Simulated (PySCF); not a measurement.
# C₆H₄S: electronic excitations and core binding energies

Wanted: the electronic excitations and core binding energies of C₆H₄S (`C#CC(=S)C#CC`), by calculation.

Programs: PySCF 2.14.0, with density-fitted response routines of our own. Each step states its level of theory. These are calculated values for one molecule in the gas phase, unless marked as measured. Atoms are numbered from 0 throughout.

## (1) The molecule as given

11 atoms, charge 0, multiplicity 1; geometry from: GFN2-xTB.

Bonds of the start (Å): C0–C1 1.20, C1–C2 1.41, C2–S3 1.65, C2–C4 1.40, C4–C5 1.21, C5–C6 1.44, C0–H7 1.05, C6–H8 1.09, C6–H9 1.09, C6–H10 1.09.

## (2) Excited states and response: B3LYP/def2-SVPD

Job settings and geometry (Å):

```
{"job": {"kind": "uv", "xc": "B3LYP", "basis": "def2-SVPD", "nstates": 8, "ntriplets": 3}, "charge": 0, "multiplicity": 1}
C      3.100298    -0.324257     1.222678
C      2.284965    -0.015278     0.393170
C      1.385841     0.366303    -0.618983
S      1.926886     1.077164    -2.005782
C      0.025547     0.111309    -0.400698
C     -1.159293    -0.084305    -0.273419
C     -2.566678    -0.328997    -0.104293
H      3.801630    -0.599230     1.953587
H     -2.736379    -1.026943     0.715320
H     -2.981280    -0.742632    -1.023521
H     -3.076112     0.609458     0.115977
```

Method: TDDFT B3LYP/def2-SVPD, vertical, gas phase, core orbitals frozen in the response.

On the command line:

```console
> OMP_NUM_THREADS=1 python probes_run.py task.json out
```

One launch serves the whole session: the jobs run in the order shown.

Log:

```text
coarse grid: 10624 points
cycle   1  E = -628.6852425295  dE =  1.033e+00  |g| = 4.213e-01  |ddm| = 1.602e+01
cycle   2  E = -628.6518001085  dE =  3.344e-02  |g| = 5.538e-01  |ddm| = 3.723e+00
cycle   3  E = -628.7235220876  dE = -7.172e-02  |g| = 1.892e-01  |ddm| = 1.414e+00
cycle   4  E = -628.7341635025  dE = -1.064e-02  |g| = 5.602e-02  |ddm| = 4.957e-01
cycle   5  E = -628.7350510544  dE = -8.876e-04  |g| = 1.987e-02  |ddm| = 1.390e-01
cycle   6  E = -628.7351158006  dE = -6.475e-05  |g| = 1.022e-02  |ddm| = 4.647e-02
cycle   7  E = -628.7351484577  dE = -3.266e-05  |g| = 1.778e-03  |ddm| = 3.570e-02
cycle   8  E = -628.7351493524  dE = -8.947e-07  |g| = 3.136e-04  |ddm| = 7.831e-03
final grid: 100488 points
cycle   9  E = -628.8210274615  dE = -2.327e-05  |g| = 4.232e-03  |ddm| = 2.095e-01
cycle  10  E = -628.8210188152  dE =  8.646e-06  |g| = 6.554e-03  |ddm| = 2.221e-02
cycle  11  E = -628.8210311503  dE = -1.234e-05  |g| = 1.887e-03  |ddm| = 1.322e-02
cycle  12  E = -628.8210324040  dE = -1.254e-06  |g| = 1.495e-04  |ddm| = 3.231e-03
cycle  13  E = -628.8210324072  dE = -3.219e-09  |g| = 1.086e-04  |ddm| = 5.314e-04
cycle  14  E = -628.8210324092  dE = -1.956e-09  |g| = 6.309e-05  |ddm| = 3.176e-04
cycle  15  E = -628.8210324102  dE = -1.069e-09  |g| = 1.246e-05  |ddm| = 1.322e-04
cycle  16  E = -628.8210324103  dE = -5.116e-11  |g| = 4.005e-06  |ddm| = 4.250e-05
converged SCF energy = -628.8210324103

Static polarisability (au): isotropic 103.075, principal 56.606 111.501 141.118

Singlet excitations
state   eV       nm        f      main configurations
  1   1.7698    700.6   0.00000   H->L 1.00
  2   3.5068    353.6   0.00041   H-2->L 0.99
  3   3.8811    319.5   0.00092   H-4->L 0.99
  4   3.9776    311.7   0.22188   H-1->L 0.92
  5   4.4431    279.0   0.13909   H-3->L 0.88
  6   5.2848    234.6   0.08648   H->L+1 0.92
  7   5.8098    213.4   0.02588   H->L+2 0.93
  8   5.9756    207.5   0.00223   H-1->L+1 0.96

Triplet excitations (Tamm-Dancoff, eV): 1.3465 2.0729 3.3252
```

It took 43 s on 1 thread of Arm Neoverse N1, shared host; peak memory 0.71 GiB.

Frontier orbitals and where they lie:

| orbital | eV | atoms |
| --- | --- | --- |
| HOMO−3 | -8.32 | C0 25 %, C1 25 %, C4 19 % |
| HOMO−2 | -8.00 | C4 34 %, C5 34 %, C6 7 % |
| HOMO−1 | -7.27 | S3 40 %, C2 14 %, C5 14 % |
| HOMO | -6.32 | S3 75 %, C2 10 %, C4 4 % |
| LUMO | -3.32 | S3 36 %, C2 25 %, C0 11 % |
| LUMO+1 | -0.16 | C0 20 %, C1 17 %, S3 16 % |
| LUMO+2 | 0.17 | C6 31 %, C5 18 %, H9 9 % |

With each of the 8 states as a Gaussian band of 0.4 eV half-width at 1/e, the curve within the window shown has maxima at 304 nm (ε 11,000), 234 nm (ε 3,800) L/(mol cm). Beyond the last state computed it falls off for lack of states. The curve at chosen wavelengths:

| nm | ε (L/mol/cm) |
| --- | --- |
| 198 | 329 |
| 232 | 3724 |
| 267 | 5110 |
| 301 | 10863 |
| 336 | 5663 |
| 370 | 820 |
| 405 | 55 |
| 439 | 3 |
| 474 | 0 |
| 508 | 0 |
| 543 | 0 |
| 577 | 0 |
| 612 | 0 |
| 646 | 0 |
| 681 | 0 |
| 715 | 0 |
| 750 | 0 |
| 784 | 0 |
| 819 | 0 |
| 853 | 0 |
| 888 | 0 |
| 922 | 0 |
| 957 | 0 |
| 991 | 0 |
| 1026 | 0 |
| 1060 | 0 |

Leading natural transition orbitals of singlet state 4: the hole lies on S3 39 %; C4, C5 about 20 % each; the particle on S3 36 %; C2 25 %; C0, C5 about 13 % each.

Leading natural transition orbitals of singlet state 1: the hole lies on S3 84 %; the particle on S3 38 %; C2 27 %; C0, C5 about 12 % each.

Ground-state properties from the same run:

| property | computed |
| --- | --- |
| dipole moment (D) | 3.52 |
| polarisability (Å³) | 15.27 |
| HOMO–LUMO gap (eV) | 3.00 |
| −ε(HOMO) (eV) | 6.32 |

Orbitals, density, ELF and potential are computed afterwards from the orbital file.

Frontier orbitals at B3LYP/def2-SVPD, with the share of their density that lies nearest to each atom:

| orbital | energy (eV) | lies on |
| --- | --- | --- |
| HOMO | -6.32 | S3 83 % |
| LUMO | -3.32 | S3 37 %; C2 26 %; C0, C5 about 13 % each |

ELF in a plane through or near 9 of the atoms.

Ten even steps from ' ' (0.00) to '@' (1.00):
```
                                                        
                                                        
                                                        
                                                        
          ....                                          
        ++%%**::....                **%%**              
      ==@@@@@@##++++--            ..@@@@@@==            
      ==@@@@@@==####++..  ..----..::@@@@@@--            
      ..**@@++**##%%**..  ++****++==##%%##..            
        ::**####++::**::::**%%**::@@..##==--            
        ..++**%%==--@@++%%::--++******++##==..          
          ..::::--**::@@##++==@@##**::--++--..          
                  ::**==++==++##**==    ....            
            ..**####==**++    ..::..                    
            **%%@@==--..%%**..                          
            **%%@@##::==@@%%++                          
            ::**####%%@@@@%%++                          
              ..::::--++++==..                          
                      ....                              
                                                        
```
The map spans 13.2 Å across and 10.2 Å up, centred on the molecule. Atoms in the plane (x, y in Å): C0 (-3.2, 0.8), C1 (-2.3, 0.1), C2 (-1.3, -0.9), S3 (-1.7, -2.5), C4 (0.0, -0.4), C5 (1.2, -0.1), C6 (2.6, 0.3), H7 (-4.0, 1.5), H8 (2.6, 1.4).

log10 of the density (e/Å³) in the same plane.

Ten even steps from '0' (-4.0) to '9' (2.2):
```
0000000000000000000000000000
0000000000000000000000000000
0000000000000000000000000000
0000001110000000000000000000
0000222222100000012221000000
0002344333211001123332100000
0013455544322222335543200000
0023466665433334446654310000
0023466866544445556664310000
0012356677655666667865321000
0012345667666777866665321000
0001233456696666655544310000
0000123445666555543333210000
0000123456665443332221100000
0000123456976432221000000000
0000123456766432110000000000
0000012445555432100000000000
0000011233443321000000000000
0000001122332210000000000000
0000000001111000000000000000
```
The map spans 13.2 Å across and 10.2 Å up, centred on the molecule. Atoms in the plane (x, y in Å): C0 (-3.2, 0.8), C1 (-2.3, 0.1), C2 (-1.3, -0.9), S3 (-1.7, -2.5), C4 (0.0, -0.4), C5 (1.2, -0.1), C6 (2.6, 0.3), H7 (-4.0, 1.5), H8 (2.6, 1.4).

On the surface of density 0.002 e/bohr³ the electrostatic potential runs, from the 1st to the 99th percentile, from -1.19 V near S3 to 1.57 V near H7.

[end of part 1 of 2]
